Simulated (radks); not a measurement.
**The Coulomb parameter U of the 4d shell of Rh³⁺**

One table from this session's results is given with a row withheld; the runs are named, their logs left out.

The numbers are computed with radks (a radial shooting solver on a logarithmic mesh, Libxc functionals) version 1 (scalar-relativistic Kohn-Sham, r2SCAN, spin-unpolarised, spherical densities, finite nucleus), except any that are marked as measured or tabulated.

## The system

- element: rhodium (Z = 45)
- charge: +3
- electrons: 42
- configuration: [Kr] 4d5 5p1
- nuclear rms radius: 4.4945 fm

The outer shells:

Rh³⁺
```
[Kr] core
4d [↑ ][↑ ][↑ ][↑ ][↑ ]
5p [↑ ][  ][  ]
```

Set-up of the first run:

Input:

```text
Z 45
configuration [Kr] 4d5 5p1
relativity scalar-relativistic
functional r2scan,r2scan
spin unpolarised
nucleus finite rms 4.4945 fm
c 137.035999084
```

Among the steps run: Start: [Kr] 4d5 5p1.

One of the session's tables, all rows but one given; the rest of the session is left out.

It belongs to the step «Start: [Kr] 4d5 5p1». Radial moments (bohr):

```
level     <r>  outermost maximum (interpolated)  90 % within  nodes
   2p  0.1237                            0.0958        0.201      0
   3s  0.3896                             0.351        0.574      2
   3p       ?                                 ?            ?      ?
   3d  0.3702                             0.292        0.587      0
   4s  0.9698                             0.879         1.40      3
   4p   1.055                             0.937         1.55      2
   4d   1.321                              1.09         2.03      1
   5p   2.806                              2.55         4.02      3
```

Estimate the missing values for 3p.

**Answer.** <r>: 0.3898; outermost maximum (interpolated): 0.344; 90 % within: 0.587; nodes: 1. In the column «<r>» it lies between 3s (0.3896) and 4s (0.9698).
